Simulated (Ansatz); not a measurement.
Working through a band structure of I, space group Im-3m

Computed with Ansatz's Python interface.

Notebook, run cell by cell (the value of a cell's last expression is shown):

```python
import ansatz
import numpy as np

vectors = np.array([
    [-2.089375, 2.089375, 2.089375],
    [2.089375, -2.089375, 2.089375],
    [2.089375, 2.089375, -2.089375],
])
structure = ansatz.Lattice.of(vectors).atom('I', (0.0, 0.0, 0.0))
```

```python
path = [
    ('G', (0.0, 0.0, 0.0)),
    ('H', (0.5, -0.5, 0.5)),
    ('N', (0.0, 0.0, 0.5)),
    ('G', (0.0, 0.0, 0.0)),
    ('P', (0.25, 0.25, 0.25)),
    ('H', (0.5, -0.5, 0.5)),
]
calculation = structure.calculation()
calculation = calculation.functional(ansatz.Functional.LDA)
calculation = calculation.basis(18 * ansatz.Ha)
calculation = calculation.kpoints(length=22)
calculation = calculation.occupations(ansatz.OccupationsMethod.FERMI_DIRAC, width=100 * ansatz.meV)
calculation = calculation.band_structure([point for _, point in path], intervals=10)
calculation = calculation.scf(extra_bands=10)
calculation = calculation.band_table()
result = calculation.run(threads=1)
r = result.report
```

    

```python
r['free_energy_ev']
```

    -7355.490540357405

```python
sorted(key for key in r if key.endswith('_ev'))
```

    ['eigenvalues_ev', 'energy_sigma0_ev', 'entropy_ts_ev', 'fermi_energy_ev', 'free_energy_ev',
     'gap_by_band_count_ev', 'harris_foulkes_ev', 'internal_energy_ev', 'lagrangian_above_aufbau_ev',
     'lagrangian_ev', 'lagrangian_sigma0_ev', 'loop_eigenvalues_ev', 'loop_fermi_energy_ev',
     'occupations_fermi_energy_ev', 'residual_norms_ev']

```python
print(f'free energy      {r["free_energy_ev"]:.5f} eV')
print(f'per atom         {r["free_energy_ev"] / len(result.lattice.sites):.5f} eV')
print(f'SCF iterations   {r["n_iterations"]}  (converged: {r["converged"]})')
```

    free energy      -7355.49054 eV
    per atom         -7355.49054 eV
    SCF iterations   7  (converged: True)

```python
edges = r.get('band_edges_ev')
if edges:
    print(f'band edges on the mesh: {edges[0]:.3f} and {edges[1]:.3f} eV, gap {edges[1] - edges[0]:.3f} eV')
else:
    print('no band edges reported (a metal, or a gap too narrow for this smearing); Fermi level', round(r['fermi_energy_ev'], 3), 'eV')
```

    no band edges reported (a metal, or a gap too narrow for this smearing); Fermi level 6.494 eV

```python
bands = result.band_structure()
fermi = bands.fermi_energy_ev
print(f'zero of the bands: {fermi:.3f} eV, the Fermi level found on the SCF mesh')
for spin, channel in enumerate(bands.channels):
    levels = channel.eigenvalues_ev - fermi
    crossing = [b for b in range(levels.shape[1]) if levels[:, b].min() < 0 < levels[:, b].max()]
    print(f'channel {spin}: bands that cross the Fermi level on this path:', [b + 1 for b in crossing] or 'none')
    shown = crossing or sorted(np.argsort(np.abs(levels).min(axis=0))[:2])
    for k, row in zip(bands.kpoints_frac, levels[:, shown]):
        print(f'{k[0]:7.3f} {k[1]:7.3f} {k[2]:7.3f}  ', ' '.join(f'{e:8.3f}' for e in row))
```

    zero of the bands: 6.494 eV, the Fermi level found on the SCF mesh
    channel 0: bands that cross the Fermi level on this path: [7, 8, 9]
      0.000   0.000   0.000      0.841    0.841    0.841
      0.050  -0.050   0.050      0.543    0.739    0.739
      0.100  -0.100   0.100     -0.151    0.448    0.448
      0.150  -0.150   0.150     -0.948    0.016    0.016
      0.200  -0.200   0.200     -1.674   -0.494   -0.494
      0.250  -0.250   0.250     -2.241   -1.018   -1.018
      0.300  -0.300   0.300     -2.601   -1.503   -1.503
      0.350  -0.350   0.350     -2.739   -1.913   -1.913
      0.400  -0.400   0.400     -2.689   -2.221   -2.221
      0.450  -0.450   0.450     -2.550   -2.412   -2.412
      0.500  -0.500   0.500     -2.476   -2.476   -2.476
      0.450  -0.450   0.500     -2.542   -2.444   -2.418
      0.400  -0.400   0.500     -2.722   -2.348   -2.250
      0.350  -0.350   0.500     -2.975   -2.194   -1.982
      0.300  -0.300   0.500     -3.259   -1.986   -1.631
      0.250  -0.250   0.500     -3.540   -1.738   -1.219
      0.200  -0.200   0.500     -3.793   -1.465   -0.770
      0.150  -0.150   0.500     -4.002   -1.193   -0.313
      0.100  -0.100   0.500     -4.158   -0.954    0.103
      0.050  -0.050   0.500     -4.254   -0.788    0.409
      0.000   0.000   0.500     -4.286   -0.728    0.524
      0.000   0.000   0.450     -4.181   -0.697    0.532
      0.000   0.000   0.400     -3.877   -0.608    0.556
      0.000   0.000   0.350     -3.402   -0.464    0.592
      0.000   0.000   0.300     -2.793   -0.273    0.638
      0.000   0.000   0.250     -2.088   -0.046    0.687
      0.000   0.000   0.200     -1.330    0.199    0.736
      0.000   0.000   0.150     -0.567    0.440    0.779
      0.000   0.000   0.100      0.127    0.648    0.813
      0.000   0.000   0.050      0.644    0.790    0.834
      0.000   0.000   0.000      0.841    0.841    0.841
      0.025   0.025   0.025      0.533    0.807    0.807
      0.050   0.050   0.050     -0.206    0.698    0.698
      0.075   0.075   0.075     -1.087    0.495    0.495
      0.100   0.100   0.100     -1.934    0.186    0.186
      0.125   0.125   0.125     -2.644   -0.220   -0.220
      0.150   0.150   0.150     -3.153   -0.693   -0.693
      0.175   0.175   0.175     -3.408   -1.191   -1.191
      0.200   0.200   0.200     -3.378   -1.676   -1.676
      0.225   0.225   0.225     -3.062   -2.117   -2.117
      0.250   0.250   0.250     -2.493   -2.493   -2.493
      0.275   0.175   0.275     -2.789   -2.789   -1.740
      0.300   0.100   0.300     -2.998   -2.998   -0.918
      0.325   0.025   0.325     -3.117   -3.117   -0.217
      0.350  -0.050   0.350     -3.148   -3.148    0.092
      0.375  -0.125   0.375     -3.098   -3.098   -0.134
      0.400  -0.200   0.400     -2.981   -2.981   -0.713
      0.425  -0.275   0.425     -2.822   -2.822   -1.378
      0.450  -0.350   0.450     -2.655   -2.655   -1.955
      0.475  -0.425   0.475     -2.526   -2.526   -2.341
      0.500  -0.500   0.500     -2.476   -2.476   -2.476

Absolute energies stand on the zero of these potentials, so only differences at equal settings mean something. The cell holds an odd number of electrons and is run without spin, so a magnetic state may lie lower. The mesh is modest for a metal, so energies can be off by several to tens of meV an atom and pressures by half a GPa or more; differences at equal mesh fare better. The zero of the levels is a convention of the potentials, so an absolute Fermi energy is no work function. A gap by band count of zero or less means overlapping bands, a metal, and at an odd count of electrons it is no gap at all. This isn't the structure that I takes at ambient conditions. Gaps and levels are Kohn-Sham values on a finite set of k-points, without spin-orbit coupling. It ran for 3.1 s on 1 thread of Arm Neoverse V1, with other jobs on the host, peak memory 0.33 GiB.

(Lines on the test bed's own set-up are left out of the output.)
